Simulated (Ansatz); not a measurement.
# MoS2: the cost of one run

Program: Ansatz 0.2.0. Level of theory: DFT PBE without U, plane waves, PAW. These are calculated values, not measurements.

## (1) Starting point

The structure is hexagonal, space group P6_3/mmc (No. 194). The conventional cell has a = 3.161 Å, b = 3.161 Å, c = 12.295 Å, α = 90.00°, β = 90.00°, γ = 120.00°. Mo (site symmetry -6m2) is surrounded by 6 S at 2.37 Å. Around S (site symmetry 3m) lie 3 Mo at 2.37 Å.

Structure file:

```xyz
6
Lattice="3.1610 0.0000 0.0000 -1.5805 2.7375 0.0000 0.0000 0.0000 12.2950" Properties=species:S:1:pos:R:3 pbc="T T T"
Mo    0.0000    1.8250    3.0737
Mo    1.5805    0.9125    9.2212
S     0.0000    1.8250    7.7151
S     1.5805    0.9125    1.5676
S     0.0000    1.8250   10.7274
S     1.5805    0.9125    4.5799
```

Magnetic order typed: opposed in the cell.

An earlier series on this cell reached its lowest free state from «random orbitals: single harmonics, first filling», perhaps among other starts (it ended without moments).

## (2) Random orbitals: single harmonics, second filling

File input.yaml:

```yaml
crystal:
  lattice:
    - [3.16100152, 0.0, 0.0]
    - [-1.58050076, 2.73750762, 0.0]
    - [0.0, 0.0, 12.2949997]
  atoms:
    - { symbol: Mo, position: [0.3333333333, 0.6666666667, 0.25], spin: 0.3 }
    - { symbol: Mo, position: [0.6666666667, 0.3333333333, 0.75], spin: -0.3 }
    - { symbol: S, position: [0.3333333333, 0.6666666667, 0.6275] }
    - { symbol: S, position: [0.6666666667, 0.3333333333, 0.1275] }
    - { symbol: S, position: [0.3333333333, 0.6666666667, 0.8725] }
    - { symbol: S, position: [0.6666666667, 0.3333333333, 0.3725] }
basis:
  ecutwfc: 420
  ecutrho_ratio: 4
kpoints:
  mp_grid: { grid: [7, 7, 2] }
hamiltonian:
  xc: pbe
  hubbard:
    sites:
      - { site: 0, l: d, u_eff: 0.0, starting_ns: [{ spin: up, occupation_matrix: s0up }, { spin: down, occupation_matrix: s0down }] }
      - { site: 1, l: d, u_eff: 0.0, starting_ns: [{ spin: up, occupation_matrix: s1up }, { spin: down, occupation_matrix: s1down }] }
    occupation_matrices:
      s0up:
        matrix:
          - [0.02, 0.0, 0.0, 0.0, 0.0]
          - [0.0, 0.02, 0.0, 0.0, 0.0]
          - [0.0, 0.0, 0.02, 0.0, 0.0]
          - [0.0, 0.0, 0.0, 0.97, 0.0]
          - [0.0, 0.0, 0.0, 0.0, 0.02]
      s0down:
        matrix:
          - [0.02, 0.0, 0.0, 0.0, 0.0]
          - [0.0, 0.02, 0.0, 0.0, 0.0]
          - [0.0, 0.0, 0.02, 0.0, 0.0]
          - [0.0, 0.0, 0.0, 0.02, 0.0]
          - [0.0, 0.0, 0.0, 0.0, 0.97]
      s1up:
        matrix:
          - [0.02, 0.0, 0.0, 0.0, 0.0]
          - [0.0, 0.02, 0.0, 0.0, 0.0]
          - [0.0, 0.0, 0.02, 0.0, 0.0]
          - [0.0, 0.0, 0.0, 0.02, 0.0]
          - [0.0, 0.0, 0.0, 0.0, 0.97]
      s1down:
        matrix:
          - [0.02, 0.0, 0.0, 0.0, 0.0]
          - [0.0, 0.02, 0.0, 0.0, 0.0]
          - [0.0, 0.0, 0.02, 0.0, 0.0]
          - [0.0, 0.0, 0.0, 0.97, 0.0]
          - [0.0, 0.0, 0.0, 0.0, 0.02]
    ns_hold: { iters: 12 }
scf:
  occupations: { method: gaussian, width: 0.05 }
  lower_state_search: "off"
  max_iter: 150
output:
  forces: true
  stress: true
  eigenvalues: true
  populations: true
  hubbard: { sites: [{ site: 0, l: d }, { site: 1, l: d }] }
magnetization:
  spin_polarized: true
```

The typed matrices put 0.97 on the chosen orbitals and 0.02 on the others, and are held for 12 cycles.

The run is started by

```
> ansatz run input.yaml --threads 4 --pin off --max-ram 6144MiB --backend cpu --events-out ev --progress --plain --runs-dir out
```

Q: Estimate wall time and peak memory on 4 threads of AMD EPYC (Zen 3), shared host.

About 75 s, with a peak of 0.58 GiB.
